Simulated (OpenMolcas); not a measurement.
# SnF4 (SMILES [F][Sn]([F])([F])[F]) at 6 levels

We compute a comparison of 6 runs (HF/STO-3G, HF/def2-SVP, B3LYP/def2-SVP, SVWN5/def2-SVP, revPBE/def2-SVP, CCSD(T)/def2-SVP) of SnF4. 

The calculation is run with OpenMolcas 26.06.

## (1) Starting point

The species is SnF4 (5 atoms), meant as a singlet with charge 0. As SMILES, `[F][Sn]([F])([F])[F]`. The coordinates come from a PBE0-D4/def2-TZVP relaxation.

Bond lengths: F1–Sn2 1.876 Å, Sn2–F3 1.876 Å, Sn2–F4 1.876 Å, Sn2–F5 1.876 Å. Angles: F1–Sn2–F3 109.5°, F1–Sn2–F4 109.5°, F1–Sn2–F5 109.5°, F3–Sn2–F4 109.5°, F3–Sn2–F5 109.5°, F4–Sn2–F5 109.5°.

## (2) Energy and forces at HF/STO-3G (run 1)

Input file job.input:

```
&GATEWAY
  BASLIB=$CurrDir
  COORD
  5
  angstrom
  F        0.130300      -0.871400       1.656700
  Sn       0.009900      -0.014700      -0.008300
  F       -1.285400       1.340000       0.078100
  F       -0.477600      -1.263800      -1.320800
  F        1.672500       0.736200      -0.447200
  BASIS=STO-3G
  GROUP=NoSym

&SEWARD

&SCF
  THRESHOLDS=1e-10 1e-07 1e-07 1e-05
  PRORBITALS=0

&ALASKA
```

The basis set STO-3G is read from a file made from the Basis Set Exchange's data (not shown).

Run with:

```sh
$ export MOLCAS_MEM=1860
$ pymolcas job.input > job.log
```

The log of the run:

```text
--- Start Module: gateway ---
[...]
--- Stop Module: gateway /rc=_RC_ALL_IS_WELL_ ---
[...]
      Basis functions           47
[...]
--- Start Module: scf ---
[...]
       Convergence after  10 Iterations
[...]
::    Total SCF energy                              -6355.4614699579
[...]
      Total spin, S                                     0.0000000000
[...]
      Total electronic charge=   86.000000
      Total            charge=   -0.000000
[...]
      Dipole Moment (debye):
      Origin of the operator (angstrom)=    0.0099   -0.0147   -0.0083
                   X= -4.1482E-04               Y=  4.6758E-04               Z=  1.3065E-05           Total=  6.2520E-04
      Quadrupole Moment (debye*angstrom):
[...]
--- Stop Module: scf /rc=_RC_ALL_IS_WELL_ ---
[...]
--- Start Module: alaska ---
[...]
 *              Molecular gradients               *
 **************************************************
  Irreducible representation: a
 ------------------------------------------------------------------------------------------
                              X                       Y                       Z
 ------------------------------------------------------------------------------------------
  F1                2.17441680288921E-04   -1.57501700468643E-03    3.07111891534362E-03
  SN2              -3.54469833874467E-05    1.31630895612721E-05   -5.51744183738213E-06
  F3               -2.37168163162238E-03    2.47551496600806E-03    1.66969613483836E-04
  F4               -8.84918156391024E-04   -2.29296117590039E-03   -2.41389753615096E-03
  F5                3.07460509113611E-03    1.37930012499865E-03   -8.18673550808668E-04
 ------------------------------------------------------------------------------------------
--- Stop Module: alaska /rc=_RC_ALL_IS_WELL_ ---
[...]
```

Wall time 5.1 s (1 thread of AMD EPYC 7R43 (Zen 3), shared host); peak memory 0.38 GiB.

## (3) Energy and forces at HF/def2-SVP (core potential) (run 2)

Input file test.input:

```
&gateway
 baslib=$CurrDir
 basisset
 F.def2-SVP....
 F1 0.130300 -0.871400 1.656700 angstrom
 F3 -1.285400 1.340000 0.078100 angstrom
 F4 -0.477600 -1.263800 -1.320800 angstrom
 F5 1.672500 0.736200 -0.447200 angstrom
 End of Basis
 basisset
 Sn.def2-SVP....
 Sn2 0.009900 -0.014700 -0.008300 angstrom
 End of Basis

&seward

&scf
 thresholds=1e-10 1e-07 1e-07 1e-05
 prorbitals=1 1

&alaska
```

The basis set def2-SVP is read from a file made from the Basis Set Exchange's data (not shown).

Run with:

```sh
$ export MOLCAS_MEM=1860
$ pymolcas test.input > test.log
```

The log of the run:

```text
--- Start Module: gateway ---
[...]
--- Stop Module: gateway /rc=_RC_ALL_IS_WELL_ ---
[...]
      Basis functions           82
[...]
--- Start Module: scf ---
[...]
       Convergence after  11 Iterations
[...]
::    Total SCF energy                               -610.8577511932
[...]
      Total spin, S                                     0.0000000000
[...]
      Total electronic charge=   58.000000
      Total            charge=   -0.000000
[...]
      Dipole Moment (debye):
      Origin of the operator (angstrom)=    0.0099   -0.0147   -0.0083
                   X= -6.4959E-04               Y=  6.1455E-04               Z= -8.6846E-06           Total=  8.9427E-04
      Quadrupole Moment (debye*angstrom):
[...]
--- Stop Module: scf /rc=_RC_ALL_IS_WELL_ ---
[...]
--- Start Module: alaska ---
[...]
 *              Molecular gradients               *
 **************************************************
  Irreducible representation: a
 ------------------------------------------------------------------------------------------
                              X                       Y                       Z
 ------------------------------------------------------------------------------------------
  F1               -2.35788642541923E-05    1.40523339519305E-04   -2.64299932020151E-04
  F3                2.23873683243170E-04   -2.39435680775557E-04   -6.53442312881225E-06
  F4                9.19419958087531E-05    2.10370724515130E-04    2.16997377847861E-04
  F5               -2.53966099300840E-04   -1.24246530289085E-04    6.01589212045894E-05
  SN2              -3.82707154305397E-05    1.27881469899559E-05   -6.32194389576198E-06
 ------------------------------------------------------------------------------------------
--- Stop Module: alaska /rc=_RC_ALL_IS_WELL_ ---
[...]
```

Run time: 12 s. Hardware: 1 thread of AMD EPYC 7R43 (Zen 3), shared host; peak memory 0.46 GiB.

Runs 3 to 5 aren't shown in full; the table further down has their settings and results.

## (4) A single-point energy at CCSD(T)/def2-SVP (core potential) (run 6)

Input file calc.input:

```
* F4Sn CCSD(T)

&GATEWAY
  BasLib
  $CurrDir
  Coord
  5
  angstrom
  F        0.130300      -0.871400       1.656700
  Sn       0.009900      -0.014700      -0.008300
  F       -1.285400       1.340000       0.078100
  F       -0.477600      -1.263800      -1.320800
  F        1.672500       0.736200      -0.447200
  Basis
  def2-SVP
  Group
  NoSym

&SEWARD

&SCF
  Thresholds
  1e-10 1e-07 1e-07 1e-05
  PrOrbitals
  1 1

&RASSCF
  FileOrb
  $Project.ScfOrb
  Spin
  1
  Nactel
  0 0 0
  Inactive
  29
  Ras2
  0
  OutOrbitals
  Canonical
  OrbListing
  Few

&MOTRA
  JobIph
  Frozen
  8

&CCSDT
  CCT
  Triples
  2
  Iterations
  80
  Accuracy
  1e-08
  Extrapolation
  5 4
```

The basis set def2-SVP is read from a file made from the Basis Set Exchange's data (not shown).

Run with:

```sh
$ export MOLCAS_MEM=1860
$ pymolcas calc.input > calc.log
```

The log of the run:

```text
--- Start Module: gateway ---
[...]
--- Stop Module: gateway /rc=_RC_ALL_IS_WELL_ ---
[...]
      Basis functions           82
[...]
       Convergence after  11 Iterations
[...]
::    Total SCF energy                               -610.8577511932
[...]
      Total spin, S                                     0.0000000000
[...]
      Number of active orbitals                  0
[...]
      Spin quantum number                      0.0
[...]
      Active orbitals                            0
[...]
      Number of CSFs                             1
[...]
      Number of root(s) required                 1
[...]
      Convergence after  4 iterations
[...]
      Natural orbitals and occupation numbers for root  1
      ************************************************************************************************************************
      *                                                    Final results                                                     *
      ************************************************************************************************************************
[...]
::    RASSCF root number  1 Total energy:   -610.85775119
[...]
      Total electronic charge=   58.000000
      Total            charge=   -0.000000
[...]
      Dipole Moment (debye):
      Origin of the operator (angstrom)=    0.0099   -0.0147   -0.0083
                   X= -6.4959E-04               Y=  6.1455E-04               Z= -8.6846E-06           Total=  8.9427E-04
      Quadrupole Moment (debye*angstrom):
[...]
--- Start Module: motra ---
[...]
      *** WARNING: Default frozen orbitals is overwritten by user input.
      *** Default values:   4
[...]
--- Stop Module: motra /rc=_RC_ALL_IS_WELL_ ---
[...]
--- Start Module: ccsdt ---
[...]
      Convergence after                    16  Iterations
      Total energy (diff) :    -611.71816595      -0.00000000
[...]
 METHOD                       : CCSD+T(CCSD)+<T3(1)WT1> = CCSD(T)
[...]
       CCSD     =      -611.7181659505686
[...]
--- Stop Module: ccsdt /rc=_RC_ALL_IS_WELL_ ---
[...]
```

It took 2.5 min on 1 thread of AMD EPYC 7R43 (Zen 3), shared host; peak memory 0.45 GiB.

## (5) The series

| run | level | integration grid | task | energy (Eh) | dipole moment (D) of the reference | HOMO energy (eV) | LUMO energy (eV) | wall time |
| --- | --- | --- | --- | --- | --- | --- | --- | --- |
| 1 | HF/STO-3G | – | gradient | -6355.461470 | 0.00 | -10.12 | 8.34 | 5.1 s |
| 2 | HF/def2-SVP (core potential) | – | gradient | -610.857751 | 0.00 | -17.70 | 0.42 | 12 s |
| 3 | B3LYP/def2-SVP (core potential) | UltraFine | gradient | -613.495702 | 0.00 | -11.67 | -3.73 | 26 s |
| 4 | SVWN5/def2-SVP (core potential) | UltraFine | gradient | -610.579049 | 0.00 | -10.04 | -4.72 | 22 s |
| 5 | revPBE/def2-SVP (core potential) | UltraFine | gradient | -613.338363 | 0.00 | -9.72 | -4.20 | 28 s |
| 6 | CCSD(T)/def2-SVP (core potential) | – | energy | -611.732373 | 0.00 | -17.70 | 0.42 | 2.5 min |

## (6) Outcome

| quantity | value |
| --- | --- |
| run 6: total energy | -611.73237 Eh |
| run 6: dipole moment (mean-field density) | 0.00 D |
| run 6: HOMO energy (Hartree–Fock orbitals) | -17.70 eV |
| run 6: LUMO energy (Hartree–Fock orbitals) | 0.42 eV |
| run 6: HOMO–LUMO gap (Hartree–Fock orbitals) | 18.11 eV |
| run 6: correlation energy (8 core orbitals frozen) | -874.6 mEh |
| run 6: (T) correction | -14.21 mEh |

**Reading.** Over runs 1, 2, 3, 4, 5 the HOMO–LUMO gap runs from 5.32 eV (SVWN5/def2-SVP) to 18.46 eV (HF/STO-3G). The two ends differ in method and basis and core potential. Totals of different functionals can't be ranked against each other. Some runs of one species differ in core potentials or relativity; totals across that change don't compare. In run 1 the basis is minimal, so the values are rough. In run 1 relativity is left out where basis or elements ask for it. All runs together took 4.1 min, the longest 2.5 min.
